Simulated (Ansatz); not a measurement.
# CsLiCr2Te2S3 in Ansatz: convergence with k mesh

Input of the first run (k mesh 2 × 2 × 2); the others differ in this setting and in those tied to it:

input.yaml

```yaml
crystal:
  lattice:
    - [3.31929, 1.91639, 6.87982]
    - [-3.31929, 1.91639, 6.87982]
    - [0.0, -3.83279, 6.87982]
  atoms:
    - { symbol: Cs, position: [0.0, 0.0, 0.0] }
    - { symbol: Li, position: [0.5, 0.5, 0.5] }
    - { symbol: Cr, position: [0.79848, 0.79848, 0.79848], spin: 3.0 }
    - { symbol: Cr, position: [0.20152, 0.20152, 0.20152], spin: 3.0 }
    - { symbol: Te, position: [0.6799, 0.6799, 0.6799] }
    - { symbol: Te, position: [0.3201, 0.3201, 0.3201] }
    - { symbol: S, position: [0.13626, 0.86374, 0.5] }
    - { symbol: S, position: [0.5, 0.13626, 0.86374] }
    - { symbol: S, position: [0.86374, 0.5, 0.13626] }
hamiltonian:
  xc: pbe
  pseudopotentials: { kind: paw }
magnetization:
  spin_polarized: true
kpoints:
  mp_grid: { grid: [2, 2, 2] }
scf:
  occupations: { method: fermi_dirac, width: 0.05 }
output:
  forces: true
  stress: true
  eigenvalues: true
```

Potentials or basis: Ansatz PAW.

Run with:

```console
$ ansatz run input.yaml --threads 8 --pin off --max-ram 20480MiB --backend cpu --events-out ev --progress --plain --runs-dir out
```

The cell was built by a generator and needn't be a form met in nature.

Hardware: 8 threads of Arm Neoverse V2 (shared host).

**Question.** The values tried are 2 × 2 × 2, 3 × 3 × 3, 4 × 4 × 4, 5 × 5 × 5, 6 × 6 × 6, 7 × 7 × 7, 8 × 8 × 8, loosest first. From which on does the pressure stay within 0.1 GPa of the tightest run that finished?

**Answer.** From 3 × 3 × 3 on.

```csv
k mesh,"energy less the tightest run, at zero smearing (meV/atom)",pressure (GPa),largest force (eV/Å),absolute moment (μB),SCF cycles,CPU time (s),peak memory (GiB)
2 × 2 × 2,7.74,0.09,0.126,6.04,14,12,0.9
3 × 3 × 3,-0.57,0.00,0.004,6.05,18,34,1
4 × 4 × 4,0.17,-0.02,0.013,6.01,17,60,1.1
5 × 5 × 5,0.04,-0.02,0.006,6.03,17,97,1.3
6 × 6 × 6,0.01,-0.02,0.006,6.03,17,160,1.4
7 × 7 × 7,-0.02,-0.02,0.006,6.03,17,220,1.6
8 × 8 × 8,0.00,-0.02,0.007,6.03,17,320,1.9
```

Against the tightest run, the energy stays within 1 meV/atom from 3 × 3 × 3 on; the largest force stays within 0.005 eV/Å from 5 × 5 × 5 on; the absolute moment stays within 0.02 μB from 4 × 4 × 4 on. Meshes of other sizes hit other points, so gaps and Fermi surfaces needn't settle smoothly. The tightest run that finished is the yardstick and may itself not be fully converged.

Caveat, for the tightest run too: only a ferromagnetic start was run, and an antiferromagnetic order may lie lower in energy. The run has no spin-orbit coupling, so splittings on Cs, Te are missing.
